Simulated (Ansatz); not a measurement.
This script makes an atomisation energy of BrCl2GeH, SMILES [Cl][GeH]([Cl])[Br] with the Python package of Ansatz (0.2.0).

`tae_brcl2geh.py`
```python
"""Atomisation energy of BrCl2GeH at the given geometry."""

from collections import Counter

import ansatz as az


def single_point(molecule, charge=0, unpaired=0):
    calc = molecule.calculation().basis(gaussian="def2-SVP").functional("r2scan")
    if charge:
        calc = calc.charge(charge)
    if unpaired:
        calc = calc.spin("collinear", total=unpaired)
    return calc.run(threads=1).report["free_energy_ev"]

geometry_ang = [
    ("Cl", [-1.1373, -0.1004, 1.7934]),
    ("Ge", [0.0794, 0.0873, 0.0322]),
    ("Cl", [1.2777, -1.6858, -0.132]),
    ("Br", [-1.1662, 0.2944, -1.8757]),
    ("H", [0.9963, 1.3309, 0.1406]),
]
brcl2geh = az.Crystal.molecule()
for symbol, xyz in geometry_ang:
    brcl2geh = brcl2geh.atom(symbol, xyz)

# unpaired electrons of the ground-state atoms
unpaired = {"Cl": 1, "Ge": 2, "Br": 1, "H": 1}
counts = Counter(site.symbol for site in brcl2geh.cartesian_sites)
atom_energy = {s: single_point(az.Crystal.molecule().atom(s, (0, 0, 0)), 0, unpaired[s]) for s in counts}
whole = single_point(brcl2geh, 0, 0)
for s, e in atom_energy.items():
    print(f"{s:2s} x{counts[s]}  {e:14.5f} eV")
print(f"BrCl2GeH: {whole:.5f} eV")
split = sum(counts[s] * e for s, e in atom_energy.items()) - whole
print(f"atomisation energy (no zero-point term): {split:.3f} eV, {split / sum(counts.values()):.3f} eV an atom")
```

What does it cost to take this molecule apart into atoms?

13.701 eV from the electronic energies, without the zero-point term.

The output:

Output of `python tae_brcl2geh.py`:
```text
Cl x2    -12516.14886 eV
Ge x1    -56508.47259 eV
Br x1    -70036.32571 eV
H  x1       -13.58417 eV
BrCl2GeH: -151604.38126 eV
atomisation energy (no zero-point term): 13.701 eV, 2.740 eV an atom
```

The settings weren't tested for convergence. The geometry is a force-field or estimated start, not a minimum of this method, and the basis set is short of its limit. All parts are taken at fixed geometry, without zero-point energy. The spin-orbit lowering of heavy atoms is left out. It ran for 7.6 s on 1 thread of Intel(R) Xeon(R) 6975P-C (Granite Rapids) (shared host), peak memory 0.23 GiB.

(Lines on the test bed's own set-up are left out of the output.)
